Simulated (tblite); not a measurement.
# C3H7NO2Si: the cost of one run

Programs: tblite 0.8.0 and PySCF 2.14.0, with density-fitted response routines of our own. Each step states its level of theory. These are calculated values for one molecule in the gas phase, unless marked as measured. Atoms count from 0, in the outputs and in this text.

### 1 The starting structure

14 atoms, charge 0, multiplicity 1; geometry from: force field or distance geometry start.

Bonds of the start (Å): C0–N1 1.28, N1–C2 1.41, C2–O3 1.27, C2–C4 1.50, C4–O5 1.39, O5–Si6 1.70, C0–H7 1.09, C0–H8 1.06, C4–H9 1.10, C4–H10 1.11, Si6–H11 1.49, Si6–H12 1.47, Si6–H13 1.48.

### 2 Relaxing the molecule with GFN2-xTB

The job: settings as JSON, then the geometry in Å.

```
{"job": {"kind": "relax", "xc": "GFN2-xTB", "basis": "xTB"}, "charge": 0, "multiplicity": 1}
C      3.306900     0.088500     0.790900
N      2.080700     0.268100     1.106700
C      1.080100     0.003200     0.143000
O      1.456900    -0.273500    -1.040100
C     -0.376400     0.078200     0.511800
O     -1.222100    -0.196500    -0.560900
Si    -2.873400    -0.109800    -0.149800
H      4.083500     0.287500     1.528400
H      3.569000    -0.239400    -0.180600
H     -0.549800     1.049000     0.993000
H     -0.517000    -0.719500     1.266400
H     -3.554600    -1.159300    -0.956200
H     -3.367600     1.231800    -0.488800
H     -3.116900    -0.308900     1.294100
```

Run with:

```sh
OMP_NUM_THREADS=1 python probes_run.py task.json out
```

The driver reads the jobs from task.json and runs them one after another.

Q: Estimate the wall time and peak memory of this first job on 1 thread of Arm Neoverse N1, shared host.

About 1.3 s, with a peak of 0.18 GiB.
